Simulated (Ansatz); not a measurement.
# SrVO3: the cost of one run

Computed with the Python package of Ansatz 0.2.0. Level of theory: DFT PBE, all-electron LAPW.

## (1) The structure

It takes space group Pm-3m (No. 221, cubic). The conventional cell has a = 3.841 Å, b = 3.841 Å, c = 3.841 Å, α = 90.00°, β = 90.00°, γ = 90.00°. Around Sr (site symmetry m-3m) lie 12 O at 2.72 Å. V (site symmetry m-3m) is surrounded by 6 O at 1.92 Å. O (site symmetry 4/mmm) has 2 V at 1.92 Å and 4 Sr at 2.72 Å in its first shell of neighbours.

No structure file is read: the coordinates are typed or built in the script.

## (2) The code

Input file lapw.py:

```python
# -*- coding: utf-8 -*-
"""SrVO3 with all its electrons on LAPW."""

from dataclasses import dataclass
import sys

import ansatz as az
from pymatgen.core import Lattice, Structure
from pymatgen.io.ase import AseAtomsAdaptor


@dataclass
class RunConfig:
    functional: str = "pbe"
    k_length: int = 28
    smearing: str = "fermi_dirac"
    smearing_width: float = 0.05


opts = RunConfig()

pmg_structure = Structure(
    Lattice([(3.8409, 0.0, 0.0), (0.0, 3.8409, 0.0), (0.0, 0.0, 3.8409)]),
    ["Sr", "V", "O", "O", "O"],
    [
        (0.5, 0.5, 0.5),
        (0.0, 0.0, 0.0),
        (0.5, 0.0, 0.0),
        (0.0, 0.5, 0.0),
        (0.0, 0.0, 0.5),
    ],
)
cell = az.Crystal.from_ase(AseAtomsAdaptor.get_atoms(pmg_structure)).moments(V=1.0)

calculation = (
    cell.calculation()
    .functional(opts.functional)
    .kpoints(length=opts.k_length)
    .occupations(opts.smearing, width=opts.smearing_width)
    .spin("collinear")
    .pseudopotentials("all_electron", lapw=True, basis_error=0.002)
)
try:
    result = calculation.run()
except az.NonConvergedError as error:
    sys.exit(f"no convergence: {error}")
except az.RefusalError as error:
    sys.exit(f"input refused: {error}")
data = result.report

n_atoms = len(data["lattice"]["sites"])
print("F =", round(data["free_energy_ev"], 4), "eV for", n_atoms, "atoms")
print("E(sigma -> 0) =", round(data["energy_sigma0_ev"], 4), "eV, TS =", round(data["entropy_ts_ev"], 5), "eV")
print("closed by", data["closed_by"], "after", data["n_iterations"], "iterations")

print("site moments (muB):", [round(m, 2) for m in data["site_moments_mub"]])
print("electrons up, down:", [round(n, 3) for n in data["spin_occupation_sums"]])

errors = data["lapw_basis_errors"]
print(f"estimated basis error {1000 * errors['total_ev_per_atom']:.3f} meV/atom, target {1000 * errors['basis_error_target_ev_per_atom']:.3f}")
for sphere in errors["spheres"]:
    print(f"  {sphere['species']:2s} muffin-tin radius {sphere['muffin_tin_radius_ang']:.3f} A, core shells {sphere['core_shells']}")
```

## (3) Launch

The run is started by

```
> python lapw.py
```

**Question.** How long does this script take on 1 thread of Arm Neoverse V2, shared host, and how much memory does it need?

About 66 s, with a peak of 0.68 GiB.
